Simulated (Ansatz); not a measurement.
# GeH₅ (doublet): the correlation ladder at distance H1–H2 along a hydrogen transfer = 1.339 Å, cc-pVTZ

An exercise on one series of results from a longer session: the logs are not shown, and one member is left open.

Method: cc-pVTZ, core rule «outside noble gas», up to 14 orbitals frozen; program: Ansatz 0.2.0, Gaussian basis.

To be run: UHF; CCSD(T) on ROHF; CCSD(T) on UHF; BCCD(T) on ROHF; CCSDT(Q) on ROHF; CCSDT(Q) on UHF; CASSCF and NEVPT2, 3 electrons in 3 orbitals; CASSCF and NEVPT2, 9 electrons in 9 orbitals.

### The geometry

The geometry derives from fragments relaxed apart (PBE0/def2-TZVP) and kept rigid, so it is no stationary point. A hydrogen atom is moved between rigid fragments. No spin-orbit coupling is included. The filled d shell of Ge may be among the frozen orbitals whatever the setting's name suggests; the logs give the count.

6 atoms, charge 0, spin multiplicity 2.

Atoms are counted from 1 here; the program's logs count them from 0.

Bond lengths: H2–Ge3 1.530 Å, Ge3–H4 1.539 Å, Ge3–H5 1.539 Å, Ge3–H6 1.539 Å. Angles: H2–Ge3–H4 107.7°, H2–Ge3–H5 107.7°, H2–Ge3–H6 107.7°, H4–Ge3–H5 111.2°, H4–Ge3–H6 111.2°, H5–Ge3–H6 111.2°.

The first run:

Contents of in.yaml:

```yaml
crystal:
  periodic: [false, false, false]
  atoms:
    - {symbol: H, position_ang: [-2.830164, 0.000000, -0.000001]}
    - {symbol: H, position_ang: [-1.491164, 0.000000, 0.000000]}
    - {symbol: Ge, position_ang: [0.038836, 0.000000, 0.000000]}
    - {symbol: H, position_ang: [0.507504, -1.465915, 0.000000]}
    - {symbol: H, position_ang: [0.507505, 0.732957, -1.269519]}
    - {symbol: H, position_ang: [0.507504, 0.732957, 1.269520]}
basis:
  gaussian: {orbitals: cc-pVTZ}
magnetization: {spin_polarized: true, initial_magnetization: 1}
hamiltonian: {xc: hf}
output: {orbitals: {seedname: orbitals}}
```

The run is started by

```console
> ansatz run in.yaml --threads 1 --pin off --events-out ev --progress --plain --max-ram 2816MiB --backend cpu
```

Steps of the session up to this table: UHF; CCSD(T) on ROHF; CCSD(T) on UHF; BCCD(T) on ROHF; CCSDT(Q) on ROHF; CCSDT(Q) on UHF; CASSCF and NEVPT2, 3 electrons in 3 orbitals; CASSCF and NEVPT2, 9 electrons in 9 orbitals.

One table of the session follows, with a row left open; its other results are not shown here.

| method | from UCCSDT(Q) (meV) |
| --- | --- |
| ROHF | +4974.4 |
| UHF | +4908.3 |
| RMP2 | +980.8 |
| UMP2 | +969.7 |
| RCCSD | +137.3 |
| UCCSD | +135.6 |
| RCCSD(T) | +24.5 |
| UCCSD(T) | +24.1 |
| BCCD(T) | +23.8 |
| RCCSDT | +3.6 |
| UCCSDT | +3.0 |
| RCCSDT(Q) | +0.6 |
| UCCSDT(Q) | 0 |
| CASSCF pair | +4571.2 |
| NEVPT2 pair | +993.4 |
| CASSCF valence | ? |
| NEVPT2 valence | +944.9 |

**Question.** Estimate the row for CASSCF valence.

**Answer.** from UCCSDT(Q) (meV): +3340.2. In the column «from UCCSDT(Q) (meV)» it lies between NEVPT2 pair (+993.4) and CASSCF pair (+4571.2).

Caveats from the session: Restricted and unrestricted rows rest on different reference determinants; where their highest levels disagree by more than a few hundredths of an eV, they describe different states and don't form one ladder.
